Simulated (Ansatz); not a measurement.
# InAsH6: a ladder of functionals and wavefunction methods

Aim: compute InAsH6 with functionals from several rungs and with coupled cluster, and see how far each lands from CCSD(T) at the basis-set limit for the atomisation energy.

Method: functionals in def2-TZVPP, the program's frozen cores in correlated methods; program: Ansatz 0.2.0, Gaussian basis.

Levels to be run: LDA (SPW92), PBE-D4, revPBE-D4, BLYP-D4, r2SCAN-D4, B97M-V, PBE0-D4, B3LYP-D4, r2SCANh-D4, r2SCAN0-D4, HSE06-D4, BHLYP-D4, CAM-B3LYP-D4, LC-ωPBE, ωB97X-V, ωB97M-V, B2PLYP, PBE-QIDH; CCSD(T)/def2-SVP; CCSD(T)/def2-TZVPP; MP2/def2-QZVPP; extrapolation to the limit; RPA on PBE.

## (1) The relaxed structure

All runs share one geometry, relaxed beforehand with PBE0-D4 in a triple-zeta def2 set. In takes the def2 core potential; no spin-orbit term is included.

SMILES `[AsH3+][InH3-]`, 8 atoms, charge 0, spin multiplicity 1.

Atoms are counted from 1 here; the program's logs count them from 0.

Bond lengths: As1–In2 2.905 Å, As1–H3 1.510 Å, As1–H4 1.510 Å, As1–H5 1.510 Å, In2–H6 1.730 Å, In2–H7 1.730 Å, In2–H8 1.730 Å. Angles: In2–As1–H3 120.7°, In2–As1–H4 120.7°, In2–As1–H5 120.7°, H3–As1–H4 96.2°, H3–As1–H5 96.2°, H4–As1–H5 96.2°, As1–In2–H6 94.7°, As1–In2–H7 94.6°, As1–In2–H8 94.7°, H6–In2–H7 119.3°, H6–In2–H8 119.3°, H7–In2–H8 119.3°.

## (2) LDA

This LDA is Slater exchange with PW92 correlation.

in.yaml

```yaml
crystal:
  periodic: [false, false, false]
  atoms:
    - {symbol: As, position_ang: [-0.634951, 0.325495, -0.984696]}
    - {symbol: In, position_ang: [0.881638, -0.451957, 1.367658]}
    - {symbol: H, position_ang: [-1.666391, 1.425976, -0.909268]}
    - {symbol: H, position_ang: [-1.512856, -0.672538, -1.701540]}
    - {symbol: H, position_ang: [0.065880, 0.842567, -2.218453]}
    - {symbol: H, position_ang: [0.110039, 0.685574, 2.417654]}
    - {symbol: H, position_ang: [2.419197, -0.061404, 0.678290]}
    - {symbol: H, position_ang: [0.337443, -2.093722, 1.350363]}
basis:
  gaussian: {orbitals: def2-TZVPP}
hamiltonian: {xc: lda}
output: {orbitals: {seedname: orbitals}}
```

After this run come: PBE-D4 (GGA); revPBE-D4 (GGA); BLYP-D4 (GGA); r2SCAN-D4 (meta-GGA); B97M-V (meta-GGA); PBE0-D4 (hybrid); B3LYP-D4 (hybrid); r2SCANh-D4 (hybrid); r2SCAN0-D4 (hybrid); HSE06-D4 (hybrid); BHLYP-D4 (hybrid); CAM-B3LYP-D4 (range-separated); LC-ωPBE-D4 (range-separated); ωB97X-V (range-separated); ωB97M-V (range-separated); B2PLYP (double hybrid); PBE-QIDH (double hybrid); CCSD(T) in def2-SVP; CCSD(T) in def2-TZVPP; MP2 in def2-QZVPP; RPA on PBE orbitals.

**Question.** What will the summary of the whole plan be? Wanted: atomisation energy, CCSD(T)/CBS; farthest beyond LDA; mean size of error, GGA; mean size of error, meta-GGA; mean size of error, hybrid; mean size of error, range-separated; mean size of error, double hybrid; gap, smallest and largest; T1 diagnostic.

**Answer**, as computed:

| quantity | value |
| --- | --- |
| atomisation energy, CCSD(T)/CBS | 408.2 kcal/mol |
| functionals within 4.1 kcal/mol (1.0 %) | r2SCAN-D4, B3LYP-D4, CAM-B3LYP-D4, ωB97M-V |
| farthest beyond LDA | revPBE-D4 (-18.7 kcal/mol) |
| mean size of error, GGA | 12.7 kcal/mol |
| mean size of error, meta-GGA | 5.6 kcal/mol |
| mean size of error, hybrid | 7.7 kcal/mol |
| mean size of error, range-separated | 4.7 kcal/mol |
| mean size of error, double hybrid | 12.8 kcal/mol |
| gap, smallest and largest | 4.86 eV (LDA (SPW92)), 11.47 eV (LC-ωPBE) |
| T1 diagnostic | 0.0128 |
| triples share of the correlation energy | 2.8 % |

In words: The LDA atomisation energy is off by 51.1 kcal/mol (13 %): it overbinds. PBE-D4 misses by -11.6 kcal/mol. Double hybrids carry the basis error of their MP2 part in triple zeta, and no dispersion term here, so their miss is partly the set-up's. Taken by rung, range-separated functionals do best (4.7 kcal/mol on average) and double hybrid ones worst beyond LDA (12.8 kcal/mol). The gap between the best rungs is small, so their order is not settled. The reference freezes the cores and leaves out spin-orbit coupling and excitations past (T), and its outer-core shells are covered unevenly, so misses under about 4.1 kcal/mol can't be ranked. All levels share the lack of spin-orbit coupling, which lowers the free heavy atoms and so the true binding. Hartree-Fock recovers 69 % of the binding; the rest is correlation. CCSD(T) in def2-SVP is off by -32.2 kcal/mol, so the small basis spoils what the method gains. Orbital gaps span 4.9 to 11.5 eV; exact exchange widens them. Correlated methods include outer-core shells of As, In, which these sets cover unevenly.
